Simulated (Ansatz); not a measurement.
# HfN: a two-dimensional strain map

The task, for HfN: strain the cell in the xy plane and along z independently.

Computed with Ansatz 0.2.0 (DFT r2SCAN, scalar-relativistic, plane waves, PAW, unless a step's input says otherwise).

## (1) The system as given

Symmetry: F-43m, No. 216, cubic system. The conventional cell has a = 4.910 Å, b = 4.910 Å, c = 4.910 Å, α = 90.00°, β = 90.00°, γ = 90.00°. Hf (site symmetry -43m) is surrounded by 4 N at 2.13 Å. Around N (site symmetry -43m) lie 4 Hf at 2.13 Å.

Structure file:

```xyz
2
Lattice="0.0000 2.4548 2.4548 2.4548 0.0000 2.4548 2.4548 2.4548 0.0000" Properties=species:S:1:pos:R:3 pbc="T T T"
Hf    0.0000    0.0000    0.0000
N     3.6822    3.6822    3.6822
```

It goes back to an entry of the Materials Project, which need not be the stable form.

No relaxation comes first: the listed cell is the starting point.

## (2) Zero of energy

The reference gives a free energy of -16121.1479 eV, pressure -2.17 GPa, largest force 0.000 eV/Å and gap on the mesh none (metal). It was computed beforehand with the settings of the runs below.

## (3) The scan: a two-dimensional strain map

The cell is strained by p along both x and y and by q along z, with fractional coordinates fixed.

## (4) p = -0.080, q = -0.080

input.yaml reads:

```yaml
crystal:
  lattice:
    - [0.0, 2.25843624, 2.25843624]
    - [2.25843624, 0.0, 2.25843624]
    - [2.25843624, 2.25843624, 0.0]
  atoms:
    - { symbol: Hf, position: [0.0, 0.0, 0.0] }
    - { symbol: "N", position: [0.75, 0.75, 0.75] }
basis:
  ecutwfc: 500
kpoints:
  mp_grid: { grid: [16, 16, 16] }
hamiltonian:
  xc: r2scan
scf:
  occupations: { method: gaussian, width: 0.15 }
output:
  forces: true
  stress: true
  eigenvalues: true
```

Command:

```bash
$ ansatz run input.yaml --threads 1 --pin off --max-ram 2560MiB --backend cpu --events-out ev --progress --plain --runs-dir out
```

## (5) p = -0.080, q = 0.000

Changes to input.yaml since step 4:

```diff
@@ -2,4 +2,4 @@
   lattice:
-    - [0.0, 2.25843624, 2.25843624]
-    - [2.25843624, 0.0, 2.25843624]
+    - [0.0, 2.25843624, 2.454822]
+    - [2.25843624, 0.0, 2.454822]
     - [2.25843624, 2.25843624, 0.0]
```

## (6) At p = -0.080, q = 0.080

Changes to input.yaml since step 5:

```diff
@@ -2,4 +2,4 @@
   lattice:
-    - [0.0, 2.25843624, 2.454822]
-    - [2.25843624, 0.0, 2.454822]
+    - [0.0, 2.25843624, 2.65120776]
+    - [2.25843624, 0.0, 2.65120776]
     - [2.25843624, 2.25843624, 0.0]
```

## (7) Point p = 0.000, q = -0.080

Changes to input.yaml since step 6:

```diff
@@ -2,5 +2,5 @@
   lattice:
-    - [0.0, 2.25843624, 2.65120776]
-    - [2.25843624, 0.0, 2.65120776]
-    - [2.25843624, 2.25843624, 0.0]
+    - [0.0, 2.454822, 2.25843624]
+    - [2.454822, 0.0, 2.25843624]
+    - [2.454822, 2.454822, 0.0]
   atoms:
```

## (8) p = 0.000, q = 0.080

Changes to input.yaml since step 7:

```diff
@@ -2,4 +2,4 @@
   lattice:
-    - [0.0, 2.454822, 2.25843624]
-    - [2.454822, 0.0, 2.25843624]
+    - [0.0, 2.454822, 2.65120776]
+    - [2.454822, 0.0, 2.65120776]
     - [2.454822, 2.454822, 0.0]
```

## (9) At p = 0.080, q = -0.080

Changes to input.yaml since step 8:

```diff
@@ -2,5 +2,5 @@
   lattice:
-    - [0.0, 2.454822, 2.65120776]
-    - [2.454822, 0.0, 2.65120776]
-    - [2.454822, 2.454822, 0.0]
+    - [0.0, 2.65120776, 2.25843624]
+    - [2.65120776, 0.0, 2.25843624]
+    - [2.65120776, 2.65120776, 0.0]
   atoms:
```

## (10) Point p = 0.080, q = 0.000

Changes to input.yaml since step 9:

```diff
@@ -2,4 +2,4 @@
   lattice:
-    - [0.0, 2.65120776, 2.25843624]
-    - [2.65120776, 0.0, 2.25843624]
+    - [0.0, 2.65120776, 2.454822]
+    - [2.65120776, 0.0, 2.454822]
     - [2.65120776, 2.65120776, 0.0]
```

## (11) Point p = 0.080, q = 0.080

Changes to input.yaml since step 10:

```diff
@@ -2,4 +2,4 @@
   lattice:
-    - [0.0, 2.65120776, 2.454822]
-    - [2.65120776, 0.0, 2.454822]
+    - [0.0, 2.65120776, 2.65120776]
+    - [2.65120776, 0.0, 2.65120776]
     - [2.65120776, 2.65120776, 0.0]
```

## (12) At p = -0.080, q = -0.040

Changes to input.yaml since step 11:

```diff
@@ -2,5 +2,5 @@
   lattice:
-    - [0.0, 2.65120776, 2.65120776]
-    - [2.65120776, 0.0, 2.65120776]
-    - [2.65120776, 2.65120776, 0.0]
+    - [0.0, 2.25843624, 2.35662912]
+    - [2.25843624, 0.0, 2.35662912]
+    - [2.25843624, 2.25843624, 0.0]
   atoms:
```

(Steps that only read results are left out.)

Q: Predict the outcome of this session. Wanted: highest point; lowest point away from the origin.

The runs gave:

| quantity | value |
| --- | --- |
| highest point | 620.8 meV/atom at (p, q) = (-0.080, -0.080) |
| lowest point away from the origin | 78.3 meV/atom at (0.000, -0.080) |

**Reading.** The undisturbed cell is the lowest computed point. At |p| = |q| = 0.080, points where p and q have the same sign cost 540.5 meV/atom on average, those of opposite sign 184.2: stretching in the plane is cheaper with a contraction along z. The runs treat Hf without spin-orbit coupling. Spin polarisation is off in the runs that give these values; a magnetic solution could lie lower.
